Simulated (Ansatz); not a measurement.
Geometry optimisation, Ansatz 0.2.0, DFT PBEsol, scalar-relativistic, plane waves, PAW.

Input file:

```yaml
crystal:
  lattice:
    - [-3.65, -6.321985, 0.0]
    - [5.475, -3.160993, 0.0]
    - [0.0, 0.0, 11.4683]
  atoms:
    - { symbol: "Y", position: [0.75, 0.5, 0.0] }
    - { symbol: "Y", position: [0.5, 0.3333333, 0.25] }
    - { symbol: "Y", position: [0.75, 0.5, 0.5] }
    - { symbol: "Y", position: [0.5, 0.3333333, 0.75] }
    - { symbol: "Y", position: [0.5, 0.0, 0.0] }
    - { symbol: "Y", position: [0.25, 0.8333333, 0.25] }
    - { symbol: "Y", position: [0.5, 0.0, 0.5] }
    - { symbol: "Y", position: [0.25, 0.8333333, 0.75] }
    - { symbol: "Y", position: [0.25, 0.5, 0.0] }
    - { symbol: "Y", position: [0.0, 0.3333333, 0.25] }
    - { symbol: "Y", position: [0.25, 0.5, 0.5] }
    - { symbol: "Y", position: [0.0, 0.3333333, 0.75] }
    - { symbol: "Y", position: [0.0, 0.0, 0.0] }
    - { symbol: "Y", position: [0.75, 0.8333333, 0.25] }
    - { symbol: "Y", position: [0.0, 0.0, 0.5] }
    - { symbol: "Y", position: [0.75, 0.8333333, 0.75] }
    - { symbol: "Y", position: [0.757528, 0.1540285, 0.8720347] }
basis:
  ecutwfc: 420.0
kpoints:
  mp_grid: { grid: [3, 3, 2] }
hamiltonian:
  xc: pbesol
scf:
  occupations: { method: gaussian, width: 0.1 }
  lower_state_search: "off"
relax:
  f_tol: 0.03
  max_steps: 60
  adjacent_minimum: "off"
```

Launched with:

```bash
$ ansatz run input.yaml --threads 4 --pin off --max-ram 10240MiB --backend cpu --events-out ev --progress --plain --runs-dir out
```

Q: Where does it end, and by what steps?

A: The run converged. Limits of this set-up: coarse k mesh, a small cell, in which the defect meets its images, a typed lattice constant that wasn't relaxed here. After 9 steps the energy has fallen by 2.648 eV; Y16 moved furthest, 0.50 Å.

```tsv
step	energy less start (eV)	largest force component (eV/Å)	accepted
0	0.0000	2.218	yes
1	-1.9094	1.037	yes
2	-2.5585	0.284	yes
3	-2.6266	0.079	yes
4	-2.6097	0.188	no
5	-2.6386	0.047	yes
6	-2.6446	0.038	yes
7	-2.6450	0.097	yes
8	-2.6442	0.069	no
9	-2.6476	0.019	yes
```

```xyz
17
Lattice="-3.6500 -6.3220 0.0000 5.4750 -3.1610 0.0000 0.0000 0.0000 11.4683" Properties=species:S:1:pos:R:3
Y 0.237 -6.464 0.126
Y 0.014 -4.206 2.904
Y -0.068 -6.288 5.648
Y 0.320 -4.079 8.369
Y -1.838 -2.969 0.258
Y 3.609 -4.195 2.950
Y -1.832 -3.144 5.779
Y 3.783 -4.297 8.729
Y 1.740 -3.118 -0.049
Y 1.822 -1.076 2.903
Y 1.890 -3.201 5.659
Y 1.864 -1.402 8.374
Y -0.175 -0.090 0.253
Y 1.824 -7.379 2.986
Y -0.020 -0.008 5.780
Y 1.404 -7.138 8.462
Y -1.894 -5.228 9.680
```

Whether the end is a true minimum wasn't checked by a vibrational analysis.

Run time: 91 s on 4 threads of AMD EPYC 7B13 (Zen 3), on a shared host, peak memory 1.6 GiB.
